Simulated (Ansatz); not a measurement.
**InO: an axial (c/a) deformation path**

The task here is to estimate one member of a computed series from the others.

Method: DFT PBEsol+D3(BJ), scalar-relativistic, plane waves, PAW, in Ansatz 0.2.0.

## The system as given

It takes space group P-6m2 (No. 187, hexagonal). The conventional cell has a = 3.375 Å, b = 3.375 Å, c = 15.784 Å, α = 90.00°, β = 90.00°, γ = 120.00°. In (site symmetry 3m) has 3 O at 2.11 Å in its first shell of neighbours. Around O (site symmetry 3m) lie 3 In at 2.11 Å.

Coordinates:

```xyz
4
Lattice="3.3752 0.0000 0.0000 -1.6876 2.9230 0.0000 0.0000 0.0000 15.7841" Properties=species:S:1:pos:R:3 pbc="T T T"
In    1.6876    0.9743    9.2916
In    1.6876    0.9743    6.4924
O     0.0000    0.0000   10.0989
O     0.0000    0.0000    5.6851
```

It goes back to an entry of the Materials Project, which need not be the stable form.

This cell was relaxed beforehand with the same method: volume 38.93 Å³/atom, gap on the mesh 0.51 eV.

Set-up of the first run:

The input, input.yaml:

```yaml
crystal:
  lattice:
    - [3.3751573176, 0.0, 0.0]
    - [-1.6875786588, 2.9229719788, 0.0]
    - [0.0, 0.0, 15.7840544995]
  atoms:
    - { symbol: In, position: [0.6666666667, 0.3333333333, 0.5886730781] }
    - { symbol: In, position: [0.6666666667, 0.3333333333, 0.4113269219] }
    - { symbol: O, position: [0.0, 0.0, 0.6398171659] }
    - { symbol: O, position: [0.0, 0.0, 0.3601828341] }
basis:
  ecutwfc: 420
kpoints:
  mp_grid: { grid: [12, 12, 4] }
hamiltonian:
  xc: pbesol
  dispersion: d3bj
scf:
  occupations: { method: gaussian, width: 0.05 }
output:
  forces: true
  stress: true
  eigenvalues: true
  write_density: true
  write_potential: true
  elf: true
  volumetric_format: npy
```

Run with:

```bash
ansatz run input.yaml --threads 1 --pin off --max-ram 2560MiB --backend cpu --events-out ev --progress --plain --runs-dir out
```

Steps of the session up to this table: The undisturbed cell; Point ρ = 0.850; ρ = 1.200; At ρ = 0.920; Point ρ = 1.100; ρ = 0.960; ρ = 1.050; Point ρ = 0.800; Point ρ = 1.300.

One of the session's tables, all rows but one given; the rest of the session is left out.

| ρ | ΔE (meV/atom) | pressure (GPa) | gap on the mesh (eV) |
| --- | --- | --- | --- |
| 0.800 | 278.3 | -1.6 | 0.30 |
| 0.850 | ? | ? | ? |
| 0.920 | 36.3 | -1.1 | 0.63 |
| 0.960 | 8.5 | -0.6 | 0.61 |
| 1.000 | 0.0 | 0.0 | 0.51 |
| 1.050 | 12.2 | 0.9 | 0.33 |
| 1.100 | 45.4 | 1.8 | 0.11 |
| 1.200 | 159.2 | 4.0 | 0.00 |
| 1.300 | 310.3 | 6.1 | 0.00 |

Q: Estimate the row for ρ = 0.850 from the others.

Worked estimate for «ΔE (meV/atom)». A straight line through the neighbours (0.800, 278.3) and (0.920, 36.3) gives 278.3 + (36.3 − 278.3) × (0.850 − 0.800) / (0.920 − 0.800) = 177.5; a parabola fitted to 3 rows on both sides gives 148.6.

**Answer.** ΔE (meV/atom): 143.2; pressure (GPa): -1.6; gap on the mesh (eV): 0.45. In «ΔE (meV/atom)» the line misses by +34.3 and the parabola by +5.4.

Where the gap reads zero, the mesh chosen for the insulator is on the coarse side.

To keep in mind: The final runs have no spin polarisation, so a magnetic state may lie lower. Warnings in the runs' records: xc potential rough in thin density.
